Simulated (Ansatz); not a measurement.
# CH₅ClNSi radical: small, medium and large basis sets

How large a basis does CH₅ClNSi radical need? Two functionals and correlated methods are run in growing sets.

Method: one geometry, several basis sets; program: Ansatz 0.2.0, Gaussian basis.

Plan: PBE0-D4/def2-SVP; ωB97M-V/def2-SVP; PBE0-D4/def2-QZVPP; ωB97M-V/def2-QZVPP; CCSD(T)/cc-pV(D+d)Z; CCSD(T)/cc-pV(T+d)Z; MP2/cc-pV(Q+d)Z; the functionals' def2-TZVPP values are taken from earlier runs.

## 1. Structure used throughout

The geometry comes from an earlier relaxation with PBE0-D4 in a triple-zeta def2 set; it is a stationary point, not always the lowest conformer.

SMILES `C[N][SiH2]Cl`, 9 atoms, charge 0, spin multiplicity 2.

Atoms are counted from 1 here; the program's logs count them from 0.

Bond lengths: C1–N2 1.421 Å, C1–H5 1.100 Å, C1–H6 1.103 Å, C1–H7 1.095 Å, N2–Si3 1.730 Å, Si3–Cl4 2.044 Å, Si3–H8 1.485 Å, Si3–H9 1.486 Å. Angles: N2–C1–H5 115.6°, N2–C1–H6 107.9°, N2–C1–H7 110.9°, H5–C1–H6 106.4°, H5–C1–H7 109.5°, H6–C1–H7 106.0°, C1–N2–Si3 121.0°, N2–Si3–Cl4 109.2°, N2–Si3–H8 109.2°, N2–Si3–H9 111.6°, Cl4–Si3–H8 108.1°, Cl4–Si3–H9 107.8°, H8–Si3–H9 110.9°.

As a file:

```xyz
9
charge 0, multiplicity 2
C     0.49375    1.34152    0.14049
N     0.62877   -0.02101    0.52177
Si   -0.41564   -1.23740   -0.12918
Cl    0.31951   -3.08248    0.35452
H     0.13431    1.51418   -0.88429
H    -0.24469    1.81004    0.81269
H     1.43093    1.88537    0.29530
H    -1.76241   -1.10143    0.48225
H    -0.49593   -1.15519   -1.61065
```

## 2. PBE0-D4 in def2-SVP

Contents of in.yaml:

```yaml
crystal:
  periodic: [false, false, false]
  atoms:
    - {symbol: C, position_ang: [0.493751, 1.341524, 0.140487]}
    - {symbol: N, position_ang: [0.628773, -0.021010, 0.521769]}
    - {symbol: Si, position_ang: [-0.415641, -1.237400, -0.129180]}
    - {symbol: Cl, position_ang: [0.319507, -3.082479, 0.354521]}
    - {symbol: H, position_ang: [0.134306, 1.514180, -0.884288]}
    - {symbol: H, position_ang: [-0.244689, 1.810035, 0.812691]}
    - {symbol: H, position_ang: [1.430930, 1.885366, 0.295301]}
    - {symbol: H, position_ang: [-1.762412, -1.101425, 0.482250]}
    - {symbol: H, position_ang: [-0.495926, -1.155191, -1.610651]}
basis:
  gaussian: {orbitals: def2-SVP}
magnetization: {spin_polarized: true, initial_magnetization: 1}
hamiltonian: {xc: pbe0, dispersion: d4}
output: {orbitals: {seedname: orbitals}}
```

Started as:

```console
ansatz run in.yaml --threads 2 --pin off --events-out ev --progress --plain --max-ram 20480MiB --backend cpu
```

Further steps of the session: ωB97M-V in def2-SVP; PBE0-D4 in def2-QZVPP; ωB97M-V in def2-QZVPP; CCSD(T) in cc-pV(D+d)Z; CCSD(T) in cc-pV(T+d)Z; MP2 in cc-pV(Q+d)Z.

**Question.** What will the summary of the whole plan be? Wanted: MP2 correlation recovered, cc-pV(D+d)Z; MP2 correlation recovered, cc-pV(T+d)Z; MP2 correlation recovered, cc-pV(Q+d)Z; CCSD(T) limit from def2 sets; PBE0-D4: double and triple zeta above quadruple; ωB97M-V: double and triple zeta above quadruple.

The runs gave:

```
                                                                 quantity           value
                                   MP2 correlation recovered, cc-pV(D+d)Z          68.4 %
                                   MP2 correlation recovered, cc-pV(T+d)Z          87.7 %
                                   MP2 correlation recovered, cc-pV(Q+d)Z          94.9 %
CCSD(T) limit from def2 sets (earlier runs) less the limit of this series         -94 meV
                          PBE0-D4: double and triple zeta above quadruple  11.02, 0.80 eV
                          ωB97M-V: double and triple zeta above quadruple  11.09, 0.76 eV
```

**Reading.** For PBE0-D4 the step from double to triple zeta gains 10.22 eV and the next only 0.80 eV. In cc-pV(D+d)Z MP2 holds 68 % of its limit, in cc-pV(Q+d)Z 95 %, while Hartree-Fock is within 0.117 eV in the largest set. A limit from the def2 sets, made apart, differs by 94 meV, a least measure of the doubt on such a limit. Total energies overstate the basis error of differences, where much of it tends to cancel.
